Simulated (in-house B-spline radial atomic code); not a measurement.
# Ni⁸⁺: ionisation energy by several methods

Wanted: one ionisation energy, Ni⁸⁺ to configuration [Ar] 3d1, up the ladder of functionals.

The numbers are computed with in-house B-spline radial atomic code version 1 (Dirac-Coulomb, several functionals; spherical all-electron atom at the radial basis limit), except any that are marked as measured or tabulated.

## Step 1: Starting point

* element: nickel (Z = 28)
* charge: +8
* electrons: 20
* configuration: [Ar] 3d2
* nucleus: Fermi, rms radius 3.776 fm

The outer shells:

[Ar] 3d2
```
[Ar] core
3d [↑ ][↑ ][  ][  ][  ]
```

The boxes only draw the filling; these runs are spin-restricted and spherical.

## Step 2: OLYP, a GGA

The run's settings:

```ini
Z = 28
electrons = 20.0
configuration = [Ar] 3d2
hamiltonian = dirac
method = optx,lyp
spin_polarised = False
nucleus = fermi
rms_radius = 3.7757
mass_number = 58
atomic_mass = 57.93534165
speed_of_light = 137.035999084
```

Results of the run (chosen fields of its result record, rounded):

```text
{
  "status": "converged",
  "scf [iteration, energy, orbital gradient]": [
    [1, -1487.55235658, 0.887],
    [2, -1497.49112952, 0.326],
    [3, -1498.93156063, 0.112],
    [4, -1499.09407432, 0.0396],
    [5, -1499.10881322, 0.0132],
    [6, -1499.11166179, 0.000391],
    [7, -1499.11166277, 3.59e-05],
    [8, -1499.11166278, 3.11e-07],
    [9, -1499.11166278, 7.59e-09]
  ],
  "energy [hartree]": {"total": -1499.11166278, "kinetic": 1524.13619346, "nuclear": -3462.00341009, "coulomb": 496.755312036, "xc": -57.9997581874},
  "breit [hartree]": {"gaunt": 0.6637455, "retardation": -0.05984663, "frequency_dependence": -0.00182357},
  "qed [hartree]": {"self_energy": 0.4418492, "uehling": -0.03897441, "wichmann_kroll": 0.000274157},
  "recoil [hartree]": 0.01094072,
  "total_with_corrections [hartree]": -1498.09549779,
  "orbitals [hartree, bohr; first row names the columns]": [
    ["name", "occ", "eps", "<r>", "<r^2>", "<1/r>", "r_max", "density_at_nucleus", "small_component", "breit_shift", "self_energy", "hyperfine_A/g_I (MHz)"],
    ["1s1/2", 2.0, -308.63524, 0.054106, 0.0039381, 28.083, 0.035406, 8693.9, 0.010176, 0.39123, 0.1953, 5719300.0],
    ["2s1/2", 2.0, -43.242237, 0.24422, 0.07041, 6.1085, 0.20459, 840.01, 0.0019149, 0.038089, 0.02013, 547480.0],
    ["2p1/2", 2.0, -38.634237, 0.21273, 0.055588, 6.0537, 0.16314, 5.4359, 0.0018947, 0.057777, -0.00041564, 164710.0],
    ["2p3/2", 4.0, -37.991861, 0.21591, 0.057132, 5.9289, 0.16578, "-", 0.0018652, 0.04289, 0.0010076, 30619.0],
    ["3s1/2", 2.0, -10.411665, 0.68925, 0.54277, 2.0722, 0.61934, 143.4, 0.00049164, 0.0063879, 0.003528, 93355.0],
    ["3p1/2", 2.0, -8.9578337, 0.69547, 0.56079, 1.9789, 0.61338, 0.9557, 0.00045818, 0.0088978, -2.7791e-05, 25845.0],
    ["3p3/2", 4.0, -8.857492, 0.70225, 0.57153, 1.9519, 0.6197, "-", 0.00045197, 0.0064797, 0.00019451, 4810.0],
    ["3d3/2", 0.8, -6.4896919, 0.69354, 0.57352, 1.7669, 0.55141, "-", 0.00037752, 0.0034594, -2.3578e-05, 1807.6],
    ["3d5/2", 1.2, -6.4740904, 0.69552, 0.5766, 1.7607, 0.55308, "-", 0.00037596, 0.0023191, 2.7219e-05, 766.44]
  ],
  "sum_r [bohr^k]": {"-1": 123.6432, "1": 8.853659, "2": 6.13236},
  "density_at_nucleus [bohr^-3]": 19367.37,
  "radius_at_0.001 [bohr]": 1.933,
  "radius_enclosing [bohr]": {"0.5": 0.356, "0.9": 0.8952, "0.99": 1.352},
  "slater [hartree]": {
    "F0(3p1/2,3p1/2)": 1.2949,
    "F0(3p1/2,3p3/2)": 1.2886,
    "G2(3p1/2,3p3/2)": 0.65222,
    "F0(3p1/2,3d3/2)": 1.2954,
    "G1(3p1/2,3d3/2)": 0.75681,
    "F0(3p1/2,3d5/2)": 1.2937,
    "G3(3p1/2,3d5/2)": 0.47792,
    "F0(3p3/2,3p3/2)": 1.2823,
    "F2(3p3/2,3p3/2)": 0.64989,
    "F0(3p3/2,3d3/2)": 1.2887,
    "F2(3p3/2,3d3/2)": 0.631,
    "G1(3p3/2,3d3/2)": 0.7485,
    "G3(3p3/2,3d3/2)": 0.47383,
    "F0(3p3/2,3d5/2)": 1.287,
    "F2(3p3/2,3d5/2)": 0.63072,
    "G1(3p3/2,3d5/2)": 0.74897,
    "G3(3p3/2,3d5/2)": 0.47412,
    "F0(3d3/2,3d3/2)": 1.3104,
    "F2(3d3/2,3d3/2)": 0.64882,
    "F0(3d3/2,3d5/2)": 1.3085,
    "F2(3d3/2,3d5/2)": 0.64812,
    "G2(3d3/2,3d5/2)": 0.64726,
    "G4(3d3/2,3d5/2)": 0.41218,
    "F0(3d5/2,3d5/2)": 1.3066,
    "F2(3d5/2,3d5/2)": 0.64743,
    "F4(3d5/2,3d5/2)": 0.4123
  },
  "ionisation_energy [hartree]": 7.05393624,
  "ionisation_energy_with_corrections [hartree]": 7.05430654
}
```

Run time: 1.3 s. Hardware: 1 thread, shared host.

The run also solves the next ion with the same method; the record keeps the difference, ionisation_energy. radius_at_0.001 is where the density falls to 0.001 electrons per bohr³.

Radial density 4πr²n(r) and radial functions P(r) = rR(r):

```csv
r (bohr),4πr²n,3p3/2,3d5/2
0.00340,2.009,0.0031,0.0000
0.00480,3.649,0.0060,0.0000
0.00679,6.438,0.0117,0.0001
0.00961,10.86,0.0224,0.0002
0.0136,17.16,0.0423,0.0007
0.0192,24.71,0.0777,0.0018
0.0272,31.54,0.1389,0.0047
0.0384,34.20,0.2361,0.0121
0.0543,31.24,0.3768,0.0297
0.0768,27.33,0.5473,0.0698
0.109,30.66,0.6896,0.1544
0.154,38.15,0.6782,0.3100
0.217,34.06,0.3738,0.5549
0.307,18.78,-0.2618,0.8677
0.435,14.29,-0.9798,1.1401
0.615,17.24,-1.3090,1.1960
0.869,10.18,-1.0276,0.9389
1.23,2.129,-0.4662,0.5003
1.74,0.1407,-0.1119,0.1648
2.46,0.002099,-0.0109,0.0259
```

Clear maxima of the radial density (full grid of the record): 0.038, 0.18, 0.61 bohr.

## Step 3: PBE, a GGA

Settings: those of step 2 with these lines changed.

```diff
@@ -4,3 +4,3 @@
 hamiltonian = dirac
-method = optx,lyp
+method = pbe,pbe
 spin_polarised = False
```

From the record:

```text
{
  "status": "converged",
  "iterations": 8,
  "energy [hartree]": {"total": -1498.54149862, "kinetic": 1523.57404689, "nuclear": -3461.03117787, "coulomb": 496.306627606, "xc": -57.3909952507},
  "breit [hartree]": {"gaunt": 0.6635098, "retardation": -0.05979896, "frequency_dependence": -0.001823181},
  "qed [hartree]": {"self_energy": 0.4422464, "uehling": -0.03901084, "wichmann_kroll": 0.0002743949},
  "recoil [hartree]": 0.0109383,
  "total_with_corrections [hartree]": -1497.52516269,
  "orbitals [hartree, bohr; first row names the columns]": [
    ["name", "occ", "eps", "<r>"],
    ["1s1/2", 2.0, -308.64853, 0.054098],
    ["2s1/2", 2.0, -43.172209, 0.24439],
    ["2p1/2", 2.0, -38.557488, 0.21287],
    ["2p3/2", 4.0, -37.915402, 0.21607],
    ["3s1/2", 2.0, -10.380575, 0.69032],
    ["3p1/2", 2.0, -8.9303585, 0.69662],
    ["3p3/2", 4.0, -8.8300159, 0.70346],
    ["3d3/2", 0.8, -6.4674859, 0.69454],
    ["3d5/2", 1.2, -6.4519592, 0.69651]
  ],
  "sum_r [bohr^k]": {"-1": 123.6085, "1": 8.866142, "2": 6.151525},
  "ionisation_energy [hartree]": 7.03161722,
  "ionisation_energy_with_corrections [hartree]": 7.03198509
}
```

Wall time 1.3 s (1 thread, shared host).

## Step 4: RPBE, a GGA

Settings: those of step 3 with these lines changed.

```diff
@@ -4,3 +4,3 @@
 hamiltonian = dirac
-method = pbe,pbe
+method = rpbe,pbe
 spin_polarised = False
```

From the record:

```text
{
  "status": "converged",
  "iterations": 8,
  "energy [hartree]": {"total": -1498.7738649, "kinetic": 1523.81595259, "nuclear": -3461.27466464, "coulomb": 496.31370604, "xc": -57.628858894},
  "breit [hartree]": {"gaunt": 0.6635881, "retardation": -0.05977699, "frequency_dependence": -0.001822901},
  "qed [hartree]": {"self_energy": 0.4424373, "uehling": -0.03902818, "wichmann_kroll": 0.0002745136},
  "recoil [hartree]": 0.01094198,
  "total_with_corrections [hartree]": -1497.75725104,
  "orbitals [hartree, bohr; first row names the columns]": [
    ["name", "occ", "eps", "<r>"],
    ["1s1/2", 2.0, -308.68206, 0.054089],
    ["2s1/2", 2.0, -43.177504, 0.2443],
    ["2p1/2", 2.0, -38.553263, 0.21284],
    ["2p3/2", 4.0, -37.911238, 0.21604],
    ["3s1/2", 2.0, -10.385121, 0.69009],
    ["3p1/2", 2.0, -8.9308597, 0.69658],
    ["3p3/2", 4.0, -8.8307328, 0.70339],
    ["3d3/2", 0.8, -6.4642329, 0.6949],
    ["3d5/2", 1.2, -6.448738, 0.69688]
  ],
  "sum_r [bohr^k]": {"-1": 123.6172, "1": 8.865686, "2": 6.150576},
  "ionisation_energy [hartree]": 7.02810848,
  "ionisation_energy_with_corrections [hartree]": 7.02847575
}
```

It took 1.3 s on 1 thread, shared host.

## Step 5: exchange-only LDA

Settings: those of step 4 with these lines changed.

```diff
@@ -4,3 +4,3 @@
 hamiltonian = dirac
-method = rpbe,pbe
+method = lda,
 spin_polarised = False
```

From the record:

```text
{
  "status": "converged",
  "iterations": 8,
  "energy [hartree]": {"total": -1494.05561596, "kinetic": 1519.78722807, "nuclear": -3456.7839416, "coulomb": 495.775891739, "xc": -52.8347941614},
  "breit [hartree]": {"gaunt": 0.6614452, "retardation": -0.05973373, "frequency_dependence": -0.001816584},
  "qed [hartree]": {"self_energy": 0.4402313, "uehling": -0.03882949, "wichmann_kroll": 0.0002731581},
  "recoil [hartree]": 0.01089571,
  "total_with_corrections [hartree]": -1493.04315046,
  "orbitals [hartree, bohr; first row names the columns]": [
    ["name", "occ", "eps", "<r>"],
    ["1s1/2", 2.0, -307.90558, 0.054184],
    ["2s1/2", 2.0, -43.004848, 0.24496],
    ["2p1/2", 2.0, -38.439491, 0.21316],
    ["2p3/2", 4.0, -37.799265, 0.21636],
    ["3s1/2", 2.0, -10.275103, 0.692],
    ["3p1/2", 2.0, -8.8441734, 0.69756],
    ["3p3/2", 4.0, -8.7433722, 0.70453],
    ["3d3/2", 0.8, -6.4005341, 0.69455],
    ["3d5/2", 1.2, -6.384955, 0.69654]
  ],
  "sum_r [bohr^k]": {"-1": 123.4568, "1": 8.878802, "2": 6.172953},
  "ionisation_energy [hartree]": 6.9644808,
  "ionisation_energy_with_corrections [hartree]": 6.96485906
}
```

Wall time 1.2 s (1 thread, shared host).

## Step 6: BP86, a GGA

Settings: those of step 5 with these lines changed.

```diff
@@ -4,3 +4,3 @@
 hamiltonian = dirac
-method = lda,
+method = b88,p86
 spin_polarised = False
```

From the record:

```text
{
  "status": "converged",
  "iterations": 8,
  "energy [hartree]": {"total": -1499.00548709, "kinetic": 1524.0872376, "nuclear": -3461.67133743, "coulomb": 496.446149351, "xc": -57.8675366148},
  "breit [hartree]": {"gaunt": 0.6638247, "retardation": -0.05983138, "frequency_dependence": -0.001824673},
  "qed [hartree]": {"self_energy": 0.4424439, "uehling": -0.03902851, "wichmann_kroll": 0.0002745152},
  "recoil [hartree]": 0.01094121,
  "total_with_corrections [hartree]": -1497.98868729,
  "orbitals [hartree, bohr; first row names the columns]": [
    ["name", "occ", "eps", "<r>"],
    ["1s1/2", 2.0, -308.7476, 0.054089],
    ["2s1/2", 2.0, -43.186299, 0.24437],
    ["2p1/2", 2.0, -38.570027, 0.21286],
    ["2p3/2", 4.0, -37.927585, 0.21605],
    ["3s1/2", 2.0, -10.383892, 0.69019],
    ["3p1/2", 2.0, -8.933867, 0.69628],
    ["3p3/2", 4.0, -8.8333751, 0.7031],
    ["3d3/2", 0.8, -6.4707968, 0.6934],
    ["3d5/2", 1.2, -6.4552313, 0.69536]
  ],
  "sum_r [bohr^k]": {"-1": 123.6313, "1": 8.861323, "2": 6.141719},
  "ionisation_energy [hartree]": 7.03519336,
  "ionisation_energy_with_corrections [hartree]": 7.03556723
}
```

Run time: 1.2 s. Hardware: 1 thread, shared host.

## Step 7: PBEsol, a GGA

Settings: those of step 6 with these lines changed.

```diff
@@ -4,3 +4,3 @@
 hamiltonian = dirac
-method = b88,p86
+method = pbesol
 spin_polarised = False
```

From the record:

```text
{
  "status": "converged",
  "iterations": 8,
  "energy [hartree]": {"total": -1497.25142993, "kinetic": 1522.11611397, "nuclear": -3459.46590331, "coulomb": 496.176684162, "xc": -56.0783247458},
  "breit [hartree]": {"gaunt": 0.6626503, "retardation": -0.05976097, "frequency_dependence": -0.001820017},
  "qed [hartree]": {"self_energy": 0.4414445, "uehling": -0.0389387, "wichmann_kroll": 0.0002739034},
  "recoil [hartree]": 0.01092644,
  "total_with_corrections [hartree]": -1496.23665449,
  "orbitals [hartree, bohr; first row names the columns]": [
    ["name", "occ", "eps", "<r>"],
    ["1s1/2", 2.0, -308.35744, 0.054131],
    ["2s1/2", 2.0, -43.133563, 0.24459],
    ["2p1/2", 2.0, -38.53474, 0.21299],
    ["2p3/2", 4.0, -37.893599, 0.21618],
    ["3s1/2", 2.0, -10.36719, 0.69072],
    ["3p1/2", 2.0, -8.9228532, 0.69667],
    ["3p3/2", 4.0, -8.8223701, 0.70353],
    ["3d3/2", 0.8, -6.4659942, 0.69387],
    ["3d5/2", 1.2, -6.4504356, 0.69584]
  ],
  "sum_r [bohr^k]": {"-1": 123.5526, "1": 8.867159, "2": 6.151776},
  "ionisation_energy [hartree]": 7.03015123,
  "ionisation_energy_with_corrections [hartree]": 7.0305258
}
```

Run time: 1.2 s. Hardware: 1 thread, shared host.

## Step 8: The ladder

| method | rung | total energy (hartree) | ΔSCF (eV) | with Breit, QED, recoil (eV) | −ε highest (eV) | corrected ΔSCF less tabulated (eV) |
| --- | --- | --- | --- | --- | --- | --- |
| exchange-only LDA | LDA | -1494.0556 | 189.51 | 189.52 | 173.74 (3d5/2) | -3.68 |
| OLYP | GGA | -1499.1117 | 191.95 | 191.96 | 176.17 (3d5/2) | -1.24 |
| PBE | GGA | -1498.5415 | 191.34 | 191.35 | 175.57 (3d5/2) | -1.85 |
| RPBE | GGA | -1498.7739 | 191.24 | 191.25 | 175.48 (3d5/2) | -1.95 |
| BP86 | GGA | -1499.0055 | 191.44 | 191.45 | 175.66 (3d5/2) | -1.75 |
| PBEsol | GGA | -1497.2514 | 191.30 | 191.31 | 175.53 (3d5/2) | -1.89 |

Tables give 193.2 ± 0.5 eV (semi-empirical; NIST Atomic Spectra Database) for the ionisation energy. OLYP misses by -1.24 eV, the least, and exchange-only LDA by -3.68 eV (1.9 %), the most. PBE is off by -1.85 eV. Open shells are averaged (over orientations, and over spins where the run is restricted), while tables refer to the lowest levels. For the semilocal functionals minus the highest level recovers only 92 % of their own ΔSCF value, a mark of self-interaction.

Members of this set that are not shown: 8 used exact exchange with fractional occupations of an open shell, which is unsound here.

Cost against accuracy (CPU time on one thread of a shared host; * marks runs that also wrote radial tables):

| method | CPU time | miss (eV) |
| --- | --- | --- |
| exchange-only LDA | 1.2 s | -3.68 |
| BP86 | 1.2 s | -1.75 |
| PBEsol | 1.2 s | -1.89 |
| RPBE | 1.3 s | -1.95 |
| PBE* | 1.3 s | -1.85 |
| OLYP* | 1.3 s | -1.24 |
